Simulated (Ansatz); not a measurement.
What does this script print? It uses Ansatz's Python interface.

`al.py`
```python
import warnings

import ansatz as az
from tabulate import tabulate


def main() -> None:
    warnings.simplefilter('ignore', az.DeckWarning)

    cell = (
        az.Lattice.of([2.827077, 0.0, 0.0], [-1.413539, 2.448321, 0.0], [0.0, 0.0, 9.185993])
        .atom('Al', [0.0, 0.0, 0.0])
        .atom('Al', [1 / 3, 2 / 3, 0.25])
        .atom('Al', [0.0, 0.0, 0.5])
        .atom('Al', [2 / 3, 1 / 3, 0.75])
    )

    model = (
        cell.calculation()
        .pseudopotentials('paw')
        .basis(17 * az.Ha)
        .functional('pbesol')
        .occupations(az.OccupationsMethod.COLD)
        .forces()
        .stress()
    )

    rows = []
    for value in [(3, 3, 1), (4, 4, 1), (6, 6, 2), (7, 7, 2), (9, 9, 3), (11, 11, 3)]:
        report = model.kpoints(mesh=value).run().report
        rows.append((value, report['free_energy_ev'] / len(report['lattice']['sites']), report['n_iterations'], sum(report['stress_gpa'][i][i] for i in range(3)) / 3, max(abs(f) for row in report['forces_ev_ang'] for f in row), report['n_kpoints']))

    print(tabulate(rows, headers=['mesh', 'F/atom (eV)', 'iterations', 'P (GPa)', 'max component (eV/A)', 'k-points'], floatfmt='.4f', tablefmt='plain'))

    for row in rows[:-1]:
        shift = 1000 * (row[1] - rows[-1][1])
        print(f'{row[0]}: {shift:+.2f} meV/atom' + ('  (within 5 meV)' if abs(shift) < 5 else ''))


if __name__ == '__main__':
    main()
```

```console
$ python al.py
mesh           F/atom (eV)    iterations    P (GPa)    max component (eV/A)    k-points
(3, 3, 1)        -524.4183             6     2.0191                  0.0000           3
(4, 4, 1)        -524.3636             7     2.1700                  0.0000           4
(6, 6, 2)        -524.5450             6     1.9629                  0.0000          14
(7, 7, 2)        -524.5479             6     1.8194                  0.0000          16
(9, 9, 3)        -524.5290             6     1.5176                  0.0000          24
(11, 11, 3)      -524.5424             6     1.9624                  0.0000          32
(3, 3, 1): +124.09 meV/atom
(4, 4, 1): +178.82 meV/atom
(6, 6, 2): -2.54 meV/atom  (within 5 meV)
(7, 7, 2): -5.46 meV/atom
(9, 9, 3): +13.40 meV/atom
```

Notes:
- Forces vanish by symmetry here and test nothing.
- Pressure is positive in compression.
- A row within the bound is followed by one outside it, so the series isn't shown to be converged.
- This isn't the structure that Al takes at ambient conditions.
- Shifts are counted from the finest mesh, which is itself no proven limit.
- Finished in 5.5 s on 1 thread of Intel(R) Xeon(R) Processor @ 2.30GHz, on a shared host, peak memory 0.49 GiB.
